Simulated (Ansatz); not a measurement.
# Al3Cu2: the cost of one run

Method: DFT LDA, scalar-relativistic, plane waves, PAW, in Ansatz 0.2.0.

10 further runs of the same task are left out: 10 set aside as unsound or not needed.

**1. The system as given**

Symmetry: P-3m1, No. 164, trigonal system. The conventional cell has a = 4.056 Å, b = 4.056 Å, c = 4.932 Å, α = 90.00°, β = 90.00°, γ = 120.00°. Around Al (site symmetry -3m) lie 6 Cu at 2.47 Å. Around Al (site symmetry 3m) lie 5 Cu at 2.42 to 2.53 Å and 3 Al at 2.77 Å. Cu (site symmetry 3m) is surrounded by 8 Al at 2.42 to 2.53 Å.

Coordinates:

```
Al Cu
1.0
     4.05572    0.00000    0.00000
    -2.02786    3.51235    0.00000
     0.00000    0.00000    4.93155
Al Cu
3 2
Direct
  0.00000 0.00000 0.00000
  0.33333 0.66667 0.35089
  0.66667 0.33333 0.64911
  0.33333 0.66667 0.84159
  0.66667 0.33333 0.15841
```

It goes back to an entry of the Materials Project, which need not be the stable form.

This cell was relaxed beforehand with the same method: volume 14.05 Å³/atom, gap on the mesh none (metal).

**2. What is varied**

The energy is mapped over a normal mode and a strain (zone-centre modes of the cell shown) (x along [1 0 0], y along [1 2 0], z along [0 0 1] of the conventional cell).

The axes are (1) amplitude of mode 4 (128 cm⁻¹), largest displacement in the unstrained cell: 11 values from −0.206 Å; (2) strain +e along z and -e/2 along x and y: 7 values from −7.00 %.

Nothing else is relaxed (the pattern is fixed in fractional coordinates). Energies count from the relaxed high-symmetry cell. Points are written as (first, second).

The modes come from a phonon run on the reference cell, made beforehand.

Displacement patterns for an amplitude of 1 (Å):

| atom | x1 | y1 | z1 |
| --- | --- | --- | --- |
| Al1 | 0.000 | 0.000 | 0.000 |
| Al2 | -0.602 | 0.000 | 0.000 |
| Al3 | 0.602 | 0.000 | 0.000 |
| Cu4 | 1.000 | 0.000 | 0.000 |
| Cu5 | -1.000 | 0.000 | 0.000 |

**3. Grid point (−0.206 Å, −7.00 %)**

File input.yaml:

```yaml
crystal:
  lattice:
    - [4.1976658029, 0.0, 0.0]
    - [-2.0988329014, 3.6352852219, 0.0]
    - [0.0, 0.0, 4.5863396035]
  atoms:
    - { symbol: Al, position: [0.0, 0.0, 0.0] }
    - { symbol: Al, position: [0.3639243918, 0.6666666667, 0.3508928116] }
    - { symbol: Al, position: [0.6360756082, 0.3333333333, 0.6491071884] }
    - { symbol: Cu, position: [0.2825408191, 0.6666666667, 0.841587066] }
    - { symbol: Cu, position: [0.7174591809, 0.3333333333, 0.158412934] }
basis:
  ecutwfc: 520.0
kpoints:
  mp_grid: { grid: [12, 12, 8] }
hamiltonian:
  xc: lda
  pseudopotentials: { kind: paw, azcp: { folder: soft_1 } }
scf:
  occupations: { method: gaussian, width: 0.15 }
output:
  forces: true
  stress: true
  eigenvalues: true
```

Launch:

```console
$ ansatz run input.yaml --threads 4 --pin off --max-ram 8192MiB --backend cpu --events-out ev --progress --plain --runs-dir out
```

What time and memory should one allow on 4 threads of AMD EPYC 7R43 (Zen 3), shared host?

About 22 s, with a peak of 1.3 GiB.
